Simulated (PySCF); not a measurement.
# C2H3N3Si: the cost of one run

Programs: PySCF 2.14.0, with density-fitted response routines of our own. Each step states its level of theory. These are calculated values for one molecule in the gas phase, unless marked as measured. Atoms count from 0, in the outputs and in this text.

**1. Starting geometry**

9 atoms, charge 0, multiplicity 1; geometry from: GFN2-xTB. The atoms were then displaced at random by about 0.01 Å, so the start is not that level's minimum.

Bonds of the start (Å): N0–C1 1.13, C1–Si2 1.85, Si2–N3 1.72, Si2–C4 1.88, C4–N5 1.14, Si2–H6 1.48, N3–H7 1.02, N3–H8 0.98.

**2. Optimising the geometry at PBE0-D3(BJ)/def2-SVP**

The job: settings as JSON, then the geometry in Å.

```
{"job": {"xc": "PBE0", "basis": "def2-SVP", "d3": "d3bj", "grid": 1, "shake": 0.01, "kind": "geom"}, "charge": 0, "multiplicity": 1}
N     -2.436340    -1.497740    -0.647020
C     -1.526960    -0.958950    -0.245720
Si    -0.037780    -0.109160     0.461420
N      0.086650     1.429290    -0.289460
C      1.471640    -1.050530    -0.160640
N      2.395920    -1.614870    -0.500880
H     -0.056300    -0.221300     1.932170
H     -0.739220     2.032020    -0.329500
H      0.900200     1.974090    -0.254100
```

Started as:

```sh
> OMP_NUM_THREADS=1 python probes_run.py task.json out
```

One launch serves the whole session: the jobs run in the order shown.

Q: Estimate the wall time and peak memory of this first job on 1 thread of Arm Neoverse V2, shared host.

About 28 s, with a peak of 0.42 GiB.
